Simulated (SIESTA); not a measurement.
Crystal: Bi2TeSe2.

```
CELL_PARAMETERS angstrom
2.12181 1.22503 10.24649
-2.12181 1.22503 10.24649
0.00000 -2.45006 10.24649
ATOMIC_POSITIONS crystal
Bi 0.60321 0.60321 0.60321
Bi 0.39349 0.39349 0.39349
Te 0.78504 0.78504 0.78504
Se 0.22069 0.22069 0.22069
Se 0.99757 0.99757 0.99757
```

The cell comes from a database or a generator and needn't be the stable form of this composition.

```yaml
Program: SIESTA 5.4.2
Task: single point
Functional: PBEsol
Potentials_or_basis: PseudoDojo 0.4 standard (PBEsol files)
Basis: DZP (energy shift 0.003 Ry; two zetas on semicore shells)
Grid_cutoff: 500 Ry
Energy_shift: 0.003 Ry
k_mesh: 7 × 7 × 7
Occupations: fermi-dirac, width 0.05 eV
Spin: no spin polarisation
```

On this cell: pressure -0.1 GPa; largest force 0.350 eV/Å; band gap on the k mesh 0.54 eV, direct.

The same run follows on a disturbed copy (atoms moved at random, drawn with an rms of 0.05 Å):

```
Bi Te Se
1.0
     2.12181    1.22503   10.24649
    -2.12181    1.22503   10.24649
     0.00000   -2.45006   10.24649
Bi Te Se
2 1 2
Direct
  0.61157 0.59452 0.60196
  0.39193 0.39350 0.39792
  0.78732 0.79453 0.77868
  0.21825 0.22209 0.22097
  0.00714 0.99642 0.98885
```

Problem. What does the disturbed cell give?

Solution. The energy moves by +2.2 meV/atom; pressure -0.5 GPa; largest force 0.490 eV/Å; band gap on the k mesh 0.55 eV, direct.

Forces in eV/Å, atoms in the order of the input:
```
Bi  -0.136 -0.027  0.470
Bi  -0.005  0.147 -0.237
Te   0.054 -0.127  0.081
Se   0.164  0.082 -0.387
Se  -0.078 -0.076  0.073
```

Stress tensor (GPa, compression positive):
```
-0.17  0.07 -0.11
 0.07 -0.56 -0.36
-0.11 -0.36 -0.70
```

Caveats: spin-orbit coupling is left out, which as a rule narrows the gap of such compounds by several tenths of an eV; an odd mesh through Γ misses points on the zone boundary, where band edges often lie; the basis of atomic orbitals isn't converged, which shifts pressures, moduli and gaps.
